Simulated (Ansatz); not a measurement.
# HfIn4SiO6 (C2) in Ansatz: settings compared

One crystal, HfIn4SiO6, is run at these levels: PBE, PBE+U; tasks: single point.

All numbers are computed with Ansatz 0.2.0; they aren't measurements. Logs are shortened: lines on timing, memory, paths and dates and some standing lists are left out, and cuts for length are marked.

**1. The crystal as given**

The structure is monoclinic, space group C2 (No. 5). The conventional cell has a = 5.432 Å, b = 9.407 Å, c = 7.636 Å, α = 90.00°, β = 104.07°, γ = 90.00°. Hf (site symmetry 2) has 6 O at 2.13 to 2.14 Å as nearest neighbours. Around In (site symmetry 2) lie 2 O at 2.73 Å and 4 In at 3.12 Å. Around In (site symmetry 2) lie 6 O at 2.23 Å. Around In (site symmetry 2) lie 2 O at 2.73 Å and 3 In at 3.07 to 3.12 Å. Around In (site symmetry 2) lie 2 O at 2.73 Å and 3 In at 3.07 to 3.12 Å. Si (site symmetry 2) is surrounded by 6 O at 1.85 Å. O (site symmetry 1) is surrounded by 1 Si at 1.85 Å. O (site symmetry 1) is surrounded by 1 Si at 1.85 Å.

The cell was built by a generator and needn't be a form met in nature.

**2. Single point, PBE**

input.yaml

```yaml
crystal:
  lattice:
    - [2.71585, -4.70357, 0.00833]
    - [2.71585, 4.70357, 0.00833]
    - [-1.87915, 0.0, 7.40127]
  atoms:
    - { symbol: Hf, position: [0.78835, 0.21165, 0.0] }
    - { symbol: In, position: [0.62175, 0.37825, 0.5] }
    - { symbol: In, position: [0.45502, 0.54498, 0.0] }
    - { symbol: In, position: [0.28407, 0.71593, 0.5] }
    - { symbol: In, position: [0.95814, 0.04186, 0.5] }
    - { symbol: Si, position: [0.12168, 0.87832, 0.0] }
    - { symbol: O, position: [0.06219, 0.11415, 0.86666] }
    - { symbol: O, position: [0.88585, 0.93781, 0.13334] }
    - { symbol: O, position: [0.7949, 0.53784, 0.86663] }
    - { symbol: O, position: [0.46216, 0.2051, 0.13337] }
    - { symbol: O, position: [0.15352, 0.62879, 0.13333] }
    - { symbol: O, position: [0.37121, 0.84648, 0.86667] }
kpoints:
  mp_grid: { grid: [4, 4, 3] }
scf:
  occupations: { method: fermi_dirac, width: 0.05 }
hamiltonian:
  xc: pbe
  pseudopotentials: { kind: all_electron, lapw: { basis_error: 0.002 } }
output:
  forces: true
  stress: true
  eigenvalues: true
```

Potentials or basis: all-electron LAPW, scalar-relativistic.

The run is started by

```bash
$ ansatz run input.yaml --threads 8 --pin off --max-ram 24576MiB --backend cpu --events-out ev --progress --plain --runs-dir out
```

Standard output:

```text
Warning: RAYON_NUM_THREADS=8 ignored (pool sized by the plan → 8); use --threads N
LAPW: plane waves up to 9.916 Å⁻¹, error target 2.0e-3 eV per atom; small_component_spin mean_spin; O in spheres of 0.910 Å, 8 of its electrons in bands, Dirac shells []; Si in spheres of 0.942 Å, 12 of its electrons in bands, Dirac shells []; In in spheres of 1.222 Å, 31 of its electrons in bands, Dirac shells []; Hf in spheres of 1.222 Å, 42 of its electrons in bands, Dirac shells [] (how accurate: hamiltonian.pseudopotentials.lapw.basis_error, Limitations)
Engine: ansatz 0.2.0, x86_64-unknown-linux-gnu
Pseudopotentials: kind: all_electron
Pseudopotential: Hf, LAPW, valence charge 42, lapw/all_electron/scalar/gaussian/Hf, Koelling and Harmon's equation, gaussian nucleus
Pseudopotential: In, LAPW, valence charge 31, lapw/all_electron/scalar/gaussian/In, Koelling and Harmon's equation, gaussian nucleus
Pseudopotential: Si, LAPW, valence charge 12, lapw/all_electron/scalar/gaussian/Si, Koelling and Harmon's equation, gaussian nucleus
Pseudopotential: O, LAPW, valence charge 8, lapw/all_electron/scalar/gaussian/O, Koelling and Harmon's equation, gaussian nucleus
Functional definition: PBE
  parameter kappa = 0.804
  parameter beta = 0.06672455060314922
  exchange = pbe_x(kappa = kappa, mu = beta*pi^2/3)
  correlation = pbe_c(beta = beta)
Crystal: 12 atoms, lattice volume = 189.238 Å³
Basis set: ecut = 374.602840843987 eV, 3117 PW (Γ), exchange–correlation at level 2
Bands: 136, of which v1, the nominal top of the filled ones, is band 113 counted from 1 (112 counted from 0)
Symmetry: 2 space group operations
Space group: C2 (ITA 5), of the structure as read, at distance tolerance 5.7e-5 Å
[... 26 lines left out ...]
Harris-Foulkes:  -1070622.868904 eV  (|F-HF|=2.84e-8)
Internal energy: -1070622.859179 eV  (E = F + TS)
E sigma→0 (E₀):  -1070622.864041 eV
Entropy (-TS):   -0.009725 eV (-0.810 meV/atom)
Fermi energy:    13.085945 eV
--- Per-component energies (eV) ---
  E_band       = -29695.132031
  E_kinetic    = 1148614.509495
  E_xc         = -27796.717945
  E_electrostatic = -2191440.650728  (all electrons and nuclei)
  E_smearing   = -0.009725  (= −TS)
  E_closure    = 0.000000  (closes the sum)
  E_atoms      = -1070548.903579  (free atoms, spherical and without spin; not in F)
  Σ components = -1070622.868904   (vs F -1070622.868904, Δ=0.00e0)
  Basis errors (estimates in eV, not in F): energy 6.9e-4 per atom: plane waves 6.0e-4 (3.6e-4 summed), levels above the bands 1.5e-82, relativity 8.0e-8, radial functions 8.9e-5, core shells 3.1e-6; eigenvalues (radial functions only) 4.1e-5; not estimated: angular momenta, meshes, grids; target (lapw.basis_error) 2.0e-3; muffin-tin radii O 0.910 Å, Si 0.942 Å, In 1.222 Å, Hf 1.222 Å
--- Forces (eV/Å), atoms counted from 1 ---
  atom   1  Hf     0.00000000     0.00635984    -0.00000000
  atom   2  In    -0.00000000     0.04278186     0.00000000
  atom   3  In     0.00000000     0.00749411    -0.00000000
  atom   4  In     0.00000000    -0.08339142    -0.00000000
  atom   5  In    -0.00000000     0.03840560     0.00000000
  atom   6  Si    -0.00000000     0.00265803     0.00000000
  atom   7  O     -0.03616126     0.00107870    -0.03164241
  atom   8  O      0.03616126     0.00107870     0.03164241
  atom   9  O      0.00071858    -0.04678377    -0.02572486
  atom  10  O     -0.00071858    -0.04678377     0.02572486
  atom  11  O     -0.02930274     0.03854284     0.02268202
  atom  12  O      0.02930274     0.03854284    -0.02268202
  max |Σ_I F_I| component: 1.64e-5 eV/Å
--- Stress (GPa, compression-positive) ---
       -0.507221       0.000000       0.032226
        0.000000      -0.491763      -0.000000
        0.032226      -0.000000      -0.044985
  P = ⅓ Tr σ = -0.3480 GPa (-3.480 kbar)
--- Band table (eV; the first three rows and the last of 17) ---
  k-point 0: bands = ["-494.0544", "-494.0544", "-494.0502", "-494.0502", "-494.0479", "-494.0479", "-416.0113", "-415.9936", "-415.9934", "-415.9514", "-415.9514", "-415.4889", "-415.4859", "-415.4854", "-415.4801", "-415.4790", "-415.4777", "-415.4767", "-415.4755", "-415.4754", "-415.4424", "-415.4423", "-415.4395", "-415.4394", "-415.4391", "-415.4390", "-362.1867", "-362.1496", "-362.1495", "-190.0678", "-190.0512", "-190.0510", "-190.0153", "-190.0151", "-123.3587", "-103.4033", "-102.7169", "-102.7140", "-102.7131", "-79.4401", "-79.4289", "-79.4289", "-61.9590", "-61.9002", "-61.8999", "-61.2353", "-61.2319", "-61.2310", "-61.1843", "-61.1830", "-61.1815", "-61.1812", "-61.1719", "-61.1717", "-50.7059", "-19.4840", "-19.4838", "-19.4831", "-8.5796", "-7.1024", "-7.0978", "-6.4186", "-6.2304", "-6.2178", "-2.6118", "-2.6115", "-2.5921", "-2.3776", "-2.3703", "-2.0391", "-1.8966", "-1.8907", "-1.8471", "-1.8462", "-1.8280", "-1.8278", "-1.7398", "-1.7388", "-1.7223", "-1.7191", "-1.6646", "-1.6608", "-1.6439", "-1.6418", "-0.6067", "-0.5972", "-0.5971", "-0.5596", "-0.5593", "-0.5560", "-0.5422", "3.1114", "4.4257", "5.2969", "5.2991", "6.0733", "6.2617", "6.6415", "6.6528", "7.2605", "7.3718", "7.3875", "8.2630", "8.5001", "8.6342", "8.8611", "8.9509", "8.9970", "9.3607", "9.4637", "12.1091", "12.3163", "12.6265", "12.7424", "12.9208", "12.9557", "13.5483", "13.8937", "14.8999", "15.2539", "15.2854", "17.2784", "18.2524", "18.7078", "18.7983", "19.0311", "19.5734", "19.6647", "19.8612", "20.4721", "20.6667", "21.3689", "21.4949", "21.6646", "22.3003", "22.5963"]
  k-point 1: bands = ["-494.0544", "-494.0544", "-494.0502", "-494.0502", "-494.0479", "-494.0479", "-416.0113", "-415.9936", "-415.9934", "-415.9514", "-415.9514", "-415.4889", "-415.4859", "-415.4854", "-415.4801", "-415.4790", "-415.4777", "-415.4767", "-415.4755", "-415.4754", "-415.4424", "-415.4423", "-415.4395", "-415.4394", "-415.4391", "-415.4390", "-362.1867", "-362.1496", "-362.1495", "-190.0678", "-190.0512", "-190.0510", "-190.0153", "-190.0151", "-123.3587", "-103.4033", "-102.7169", "-102.7140", "-102.7131", "-79.4401", "-79.4290", "-79.4289", "-61.9590", "-61.9002", "-61.8999", "-61.2353", "-61.2319", "-61.2310", "-61.1843", "-61.1830", "-61.1815", "-61.1812", "-61.1719", "-61.1717", "-50.7059", "-19.4840", "-19.4838", "-19.4831", "-8.5758", "-7.1030", "-7.0973", "-6.4290", "-6.2260", "-6.2222", "-2.6120", "-2.6113", "-2.5886", "-2.3756", "-2.3720", "-2.0322", "-1.8966", "-1.8907", "-1.8481", "-1.8453", "-1.8286", "-1.8272", "-1.7398", "-1.7389", "-1.7220", "-1.7190", "-1.6652", "-1.6595", "-1.6441", "-1.6427", "-0.6067", "-0.5972", "-0.5970", "-0.5595", "-0.5593", "-0.5560", "-0.5422", "3.1837", "4.5561", "5.2970", "5.2995", "5.6960", "6.2774", "6.6453", "6.6502", "6.7881", "7.3733", "7.3826", "8.5316", "8.5966", "8.8283", "8.9577", "8.9923", "9.3282", "9.3844", "9.4409", "12.1533", "12.1993", "12.2651", "12.7800", "12.8444", "12.9004", "12.9693", "14.6149", "15.1434", "15.2636", "15.2780", "16.8452", "18.3271", "18.5310", "18.9382", "19.2093", "19.4156", "19.6213", "19.9693", "20.4007", "20.5806", "21.5162", "21.5997", "21.8024", "22.0229", "22.7877"]
  k-point 2: bands = ["-494.0544", "-494.0544", "-494.0502", "-494.0502", "-494.0479", "-494.0479", "-416.0113", "-415.9936", "-415.9934", "-415.9514", "-415.9514", "-415.4889", "-415.4859", "-415.4854", "-415.4801", "-415.4790", "-415.4777", "-415.4767", "-415.4755", "-415.4754", "-415.4424", "-415.4423", "-415.4395", "-415.4394", "-415.4391", "-415.4390", "-362.1867", "-362.1496", "-362.1495", "-190.0678", "-190.0512", "-190.0510", "-190.0153", "-190.0151", "-123.3587", "-103.4033", "-102.7168", "-102.7139", "-102.7132", "-79.4401", "-79.4289", "-79.4289", "-61.9590", "-61.9002", "-61.8999", "-61.2352", "-61.2319", "-61.2311", "-61.1859", "-61.1839", "-61.1791", "-61.1781", "-61.1741", "-61.1725", "-50.7059", "-19.4873", "-19.4845", "-19.4835", "-8.3786", "-7.1989", "-7.0004", "-6.5593", "-6.3913", "-6.1955", "-2.6163", "-2.6083", "-2.5877", "-2.3728", "-2.3660", "-2.0042", "-1.9830", "-1.9183", "-1.9024", "-1.8896", "-1.8702", "-1.7976", "-1.7679", "-1.7647", "-1.7471", "-1.6983", "-1.6568", "-1.6259", "-1.5306", "-1.5228", "-0.6071", "-0.5980", "-0.5975", "-0.5692", "-0.5626", "-0.5522", "-0.5355", "3.3439", "4.6981", "5.3885", "5.4613", "5.7066", "5.8175", "6.6430", "6.8305", "7.2050", "7.7058", "7.7907", "8.1244", "8.2207", "8.5433", "8.6973", "8.8548", "9.1010", "9.1626", "9.4673", "10.0388", "11.2297", "11.3776", "13.7516", "14.2374", "14.3828", "14.8417", "15.1292", "15.2426", "15.4911", "16.5887", "16.7104", "17.5217", "17.8378", "18.5821", "18.7731", "19.2198", "19.4814", "19.9461", "20.6955", "21.1803", "21.4955", "21.6125", "21.8651", "22.1086", "22.4309"]
  k-point 16: bands = ["-494.0544", "-494.0544", "-494.0502", "-494.0502", "-494.0479", "-494.0479", "-416.0113", "-415.9936", "-415.9934", "-415.9514", "-415.9514", "-415.4889", "-415.4859", "-415.4854", "-415.4801", "-415.4790", "-415.4777", "-415.4767", "-415.4755", "-415.4754", "-415.4424", "-415.4423", "-415.4395", "-415.4394", "-415.4391", "-415.4390", "-362.1867", "-362.1496", "-362.1495", "-190.0678", "-190.0512", "-190.0510", "-190.0153", "-190.0151", "-123.3587", "-103.4033", "-102.7168", "-102.7139", "-102.7132", "-79.4401", "-79.4289", "-79.4289", "-61.9590", "-61.9002", "-61.8999", "-61.2351", "-61.2319", "-61.2312", "-61.1863", "-61.1826", "-61.1795", "-61.1763", "-61.1753", "-61.1735", "-50.7059", "-19.4917", "-19.4845", "-19.4833", "-8.1081", "-7.3221", "-6.8968", "-6.6232", "-6.6045", "-6.2566", "-2.6216", "-2.6098", "-2.5808", "-2.3728", "-2.3527", "-2.1364", "-1.9503", "-1.9312", "-1.9261", "-1.8866", "-1.8563", "-1.8190", "-1.8018", "-1.7047", "-1.7036", "-1.6892", "-1.6150", "-1.6084", "-1.5770", "-1.4287", "-0.6075", "-0.5994", "-0.5978", "-0.5775", "-0.5654", "-0.5488", "-0.5280", "3.6116", "5.0204", "5.2408", "5.5714", "5.7251", "6.1405", "6.3818", "6.7924", "7.1419", "7.3700", "7.4499", "7.9908", "8.0488", "8.3697", "8.4729", "8.7289", "9.1733", "9.4320", "9.6082", "9.8372", "10.6752", "11.1052", "13.9783", "14.5113", "14.9720", "15.1504", "15.2406", "15.7206", "17.1454", "17.3932", "17.4662", "17.8163", "18.2104", "18.4396", "18.6079", "18.7230", "19.1370", "19.3791", "19.4250", "19.9502", "20.4688", "21.2503", "22.0991", "22.4471", "22.7676"]
```

Run time: 34 s. Hardware: 8 threads of Intel Xeon 6975P-C (Granite Rapids), shared host; peak memory 2.3 GiB.

Results:

* Free energy: -1070622.8689 eV
* Pressure: -0.3 GPa
* Largest force: 0.083 eV/Å
* Band gap on the k mesh: none (metal or under the smearing width)

Forces in eV/Å, atoms in the order of the input:
```
Hf   0.000  0.006  0.000
In   0.000  0.043  0.000
In   0.000  0.007  0.000
In   0.000 -0.083  0.000
In   0.000  0.038  0.000
Si   0.000  0.003  0.000
O   -0.036  0.001 -0.032
O    0.036  0.001  0.032
O    0.001 -0.047 -0.026
O   -0.001 -0.047  0.026
O   -0.029  0.039  0.023
O    0.029  0.039 -0.023
```

Levels at points of the mesh, in eV from the Fermi level:
| k point | band 110 | band 111 | band 112 | band 113 | band 114 | band 115 | band 116 | band 117 |
| --- | --- | --- | --- | --- | --- | --- | --- | --- |
| (0.00, 0.00, 0.00) | -3.62 | -0.98 | -0.77 | -0.46 | -0.34 | -0.17 | -0.13 | 0.46 |
| (0.00, -0.50, 0.00) | -3.64 | -3.42 | -2.39 | -2.08 | 1.12 | 1.46 | 1.85 | 1.95 |
| (-0.50, -0.50, 0.00) | -3.69 | -3.55 | -2.32 | -1.88 | 1.21 | 1.54 | 1.62 | 1.98 |

Caveat: the k mesh is thin for a metal, which can move the energy by tens of meV per atom.

**3. Single point, PBE+U**

input.yaml: that of step 2 with these lines changed.

```diff
@@ -25,2 +25,6 @@
   pseudopotentials: { kind: all_electron, lapw: { basis_error: 0.002 } }
+  hubbard:
+    sites: [{ species: Hf, l: d, u_eff: 3 }]
+    double_counting: fll
+    projectors: ortho-atomic
 output:
@@ -29 +33,2 @@
   eigenvalues: true
+  hubbard: {}
```

Potentials or basis: all-electron LAPW, scalar-relativistic.

The run is started by

```bash
$ ansatz run input.yaml --threads 8 --pin off --max-ram 24576MiB --backend cpu --events-out ev --progress --plain --runs-dir out
```

Wall time 38 s (8 threads of Intel Xeon 6975P-C (Granite Rapids), shared host); peak memory 2.5 GiB.

Results (log left out):

| Property | Result |
| --- | --- |
| Free energy | -1070620.4871 eV |
| Pressure | 0.4 GPa |
| Largest force | 0.137 eV/Å |
| Band gap on the k mesh | none (metal or under the smearing width) |

Forces in eV/Å, atoms in the order of the input:
```
Hf   0.000  0.008  0.000
In   0.000  0.049  0.000
In   0.000  0.007  0.000
In   0.000 -0.079  0.000
In   0.000  0.029  0.000
Si   0.000  0.003  0.000
O    0.050 -0.105 -0.072
O   -0.050 -0.105  0.072
O    0.052  0.079 -0.066
O   -0.052  0.079  0.066
O    0.105  0.018  0.065
O   -0.105  0.018 -0.065
```

Stress tensor (GPa, compression positive):
```
0.39 0.00 0.03
0.00 0.42 0.00
0.03 0.00 0.27
```

Levels at points of the mesh, in eV from the Fermi level:
| k point | band 111 | band 112 | band 113 | band 114 | band 115 | band 116 |
| --- | --- | --- | --- | --- | --- | --- |
| (0.00, 0.00, 0.00) | -0.98 | -0.77 | -0.41 | -0.35 | -0.17 | -0.14 |
| (0.00, -0.50, 0.00) | -3.45 | -2.40 | -2.09 | 1.26 | 1.54 | 2.14 |
| (-0.50, -0.50, 0.00) | -3.58 | -2.33 | -1.88 | 1.43 | 1.57 | 2.05 |

Caveat: the k mesh is thin for a metal, which can move the energy by tens of meV per atom; U is the effective U less J, on atomic orbitals that reach past the spheres; U without spin polarisation on a metal has little footing.

**4. Single point, PBE+U**

input.yaml: that of step 3 with these lines changed.

```diff
@@ -26,3 +26,3 @@
   hubbard:
-    sites: [{ species: Hf, l: d, u_eff: 3 }]
+    sites: [{ species: Hf, l: d, u_eff: 6 }]
     double_counting: fll
```

The run is started by

```bash
$ ansatz run input.yaml --threads 8 --pin off --max-ram 24576MiB --backend cpu --events-out ev --progress --plain --runs-dir out
```

Run time: 38 s. Hardware: 8 threads of Intel Xeon 6975P-C (Granite Rapids), shared host; peak memory 2.5 GiB.

Results (log left out):

- Free energy: -1070618.2671 eV
- Pressure: 1.2 GPa
- Largest force: 0.310 eV/Å
- Band gap on the k mesh: none (metal or under the smearing width)

Forces on the atoms (eV/Å):
```
Hf   0.000  0.010  0.000
In   0.000  0.057  0.000
In   0.000  0.006  0.000
In   0.000 -0.073  0.000
In   0.000  0.016  0.000
Si   0.000  0.004  0.000
O    0.151 -0.241 -0.123
O   -0.151 -0.241  0.123
O    0.120  0.233 -0.118
O   -0.120  0.233  0.118
O    0.272 -0.002  0.117
O   -0.272 -0.002 -0.117
```

Stress tensor (GPa, compression positive):
```
1.46 0.00 0.03
0.00 1.50 0.00
0.03 0.00 0.60
```

Levels at points of the mesh, in eV from the Fermi level:
| k point | band 111 | band 112 | band 113 | band 114 | band 115 | band 116 |
| --- | --- | --- | --- | --- | --- | --- |
| (0.00, 0.00, 0.00) | -0.98 | -0.78 | -0.38 | -0.36 | -0.16 | -0.15 |
| (0.00, -0.50, 0.00) | -3.47 | -2.40 | -2.10 | 1.34 | 1.58 | 2.23 |
| (-0.50, -0.50, 0.00) | -3.59 | -2.34 | -1.87 | 1.56 | 1.58 | 2.06 |

Caveat: the k mesh is thin for a metal, which can move the energy by tens of meV per atom; U is the effective U less J, on atomic orbitals that reach past the spheres; U without spin polarisation on a metal has little footing.

**5. Overview**

| level | U | gap on the mesh (eV) | pressure (GPa) | largest force (eV/Å) |
| --- | --- | --- | --- | --- |
| PBE | - | none | -0.3 | 0.08 |
| PBE+U | Hf d U = 3 eV | none | 0.4 | 0.14 |
| PBE+U | Hf d U = 6 eV | none | 1.2 | 0.31 |

Alike in all rows: task single point; potentials or basis all-electron LAPW, scalar-relativistic; no spin polarisation; cell as given; k mesh 4 × 4 × 3; cutoff (eV) 375; smearing fermi-dirac 0.05 eV; basis error allowed 0.002 eV/atom.

Every run on the cell as given and a fine mesh finds a metal. The pressure there spans -0.3 GPa (PBE) to 1.2 GPa (PBE+U); a positive pressure means that this level wants a larger cell, a negative one a smaller.

Caveats: the k mesh is thin for a metal, which can move the energy by tens of meV per atom; U is the effective U less J, on atomic orbitals that reach past the spheres (some runs); U without spin polarisation on a metal has little footing (some runs).

Compare energies only between runs with the same functional and basis.
